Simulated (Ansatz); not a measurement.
# HfO (quintet): from Hartree-Fock to the top rungs, def2-QZVPP

An exercise on one series of results from a longer session: the logs are not shown, and one member is left open.

The runs use Ansatz 0.2.0, Gaussian basis; def2-QZVPP, core rule «outside noble gas», up to 5 orbitals frozen.

The runs, in order: UHF; ROHF; CCSD(T) on UHF.

### The geometry

The geometry is a PBE0/def2-TZVP stationary point (not a proven minimum). No spin-orbit coupling is included. Elements past krypton take def2 core potentials.

2 atoms, charge 0, spin multiplicity 5.

Atoms are counted from 1 here; the program's logs count them from 0.

Bond lengths: Hf1–O2 1.996 Å.

The first run:

in.yaml reads:

```yaml
crystal:
  periodic: [false, false, false]
  atoms:
    - {symbol: Hf, position_ang: [0.000000, 0.000000, 0.000000]}
    - {symbol: O, position_ang: [0.000000, 0.000000, 1.995600]}
basis:
  gaussian: {orbitals: "def2-QZVPP.json"}
magnetization: {spin_polarized: true, initial_magnetization: 4}
hamiltonian: {xc: hf}
output: {orbitals: {seedname: orbitals}}
```

On the command line:

```
ansatz run in.yaml --threads 1 --pin off --events-out ev --progress --plain --max-ram 4096MiB --backend cpu
```

Among the steps run: UHF; ROHF; CCSD(T) on UHF.

One table of the session follows, with a row left open; its other results are not shown here.

It belongs to the step «Misses and costs». 

```
  method  from UCCSD(T) (kcal/mol)
    ROHF                         ?
     UHF                   +171.12
    UMP2                    +15.09
   UCCSD                     +6.44
UCCSD(T)                         0
```

Q: Estimate the row for ROHF from the others.

The run gave: from UCCSD(T) (kcal/mol): +176.01. In the column «from UCCSD(T) (kcal/mol)» it is the highest.
